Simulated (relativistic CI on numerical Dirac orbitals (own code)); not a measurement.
# Sc: the cost of one run

The numbers are computed with relativistic CI on numerical Dirac orbitals (own code) version 3 (charge-transfer multiplet model of a cubic metal-ligand cluster with up to 2 ligand holes, Slater and spin-orbit integrals from Dirac-Coulomb-Breit ions, Slater integrals scaled by 0.7), except any that are marked as measured or tabulated.

## (1) The atom as given

* ion: Sc³⁺ (Sc IV)
* nuclear charge: 21
* electrons: 18
* d electrons: 0
* ligand holes at most: 2
* parameters: in eV; Veg, Vt2g hoppings, tenDq and tenDqL metal and ligand splittings (negative tenDq: tetrahedral), red the scaling of hopping with a core hole
* temperature: 300 K
* widths: Lorentz 0.4 eV, Gauss 0.3 eV

## (2) tenDq = -0.4 eV

Settings of the run:

```ini
cluster ion=Sc3+ d0 ligand_holes=2 slater_scale=0.7
Delta=3.8 Udd=5.3 Upd=6 tenDq=-0.4 tenDqL=0 Veg=1.62 Vt2g=-2.76 red=0.8
spectrum xas L2,3 T=300 lorentz=0.4 gauss=0.3
```

Run with:

```sh
$ python run_levels.py task.json out
```

task.json lists these runs, among others, and the program works through them in turn.

Q: Estimate wall time and peak memory on 1 thread of Intel Xeon 6975P-C, shared host.

About 1.6 s, with a peak of 0.21 GiB.
